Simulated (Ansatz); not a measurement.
# TaCuN2: the cost of one run

Computed with Ansatz 0.2.0 (DFT LDA, scalar-relativistic, plane waves, PAW, unless a step's input says otherwise).

## Step 1: The starting structure

The structure is trigonal, space group R-3m (No. 166). Conventional cell: a = 3.101 Å, b = 3.101 Å, c = 17.180 Å, α = 90.00°, β = 90.00°, γ = 120.00°. Ta (site symmetry -3m) is surrounded by 6 N at 2.08 Å. Cu (site symmetry -3m) has 2 N at 1.81 Å as nearest neighbours. N (site symmetry 3m) is surrounded by 1 Cu at 1.81 Å and 3 Ta at 2.08 Å.

Coordinates:

```
CELL_PARAMETERS angstrom
1.55045 0.89515 5.72653
-1.55045 0.89515 5.72653
0.00000 -1.79030 5.72653
ATOMIC_POSITIONS crystal
Ta 0.50000 0.50000 0.50000
Cu 0.00000 0.00000 0.00000
N 0.10531 0.10531 0.10531
N 0.89469 0.89469 0.89469
```

This cell comes from an earlier session at LDA: 11.922 Å³/atom at 0.00 GPa, on a 12×12×12 mesh.

## Step 2: Antiferromagnetic, in the cell as typed

Input file input.yaml:

```yaml
crystal:
  lattice:
    - [1.5504467605, 0.8951508545, 5.7265317176]
    - [-1.5504467605, 0.8951508545, 5.7265317176]
    - [0.0, -1.7903017091, 5.7265317176]
  atoms:
    - { symbol: Ta, position: [0.5, 0.5, 0.5], spin: 1.0 }
    - { symbol: Cu, position: [0.0, 0.0, 0.0], spin: -1.0 }
    - { symbol: "N", position: [0.1053117348, 0.1053117348, 0.1053117348] }
    - { symbol: "N", position: [0.8946882652, 0.8946882652, 0.8946882652] }
basis:
  ecutwfc: 420
  ecutrho_ratio: 4
kpoints:
  mp_grid: { grid: [12, 12, 12] }
hamiltonian:
  xc: lda
scf:
  occupations: { method: gaussian, width: 0.05 }
  lower_state_search: "off"
output:
  forces: true
  stress: true
  eigenvalues: true
  populations: true
magnetization:
  spin_polarized: true
```

On the command line:

```sh
ansatz run input.yaml --threads 2 --pin off --max-ram 5120MiB --backend cpu --events-out ev --progress --plain --runs-dir out
```

**Question.** How long does this run take on 2 threads of Intel Xeon Platinum 8259CL at 2.50GHz (Skylake/Cascade Lake), shared host, and how much memory does it need?

About 26 s, with a peak of 0.67 GiB.
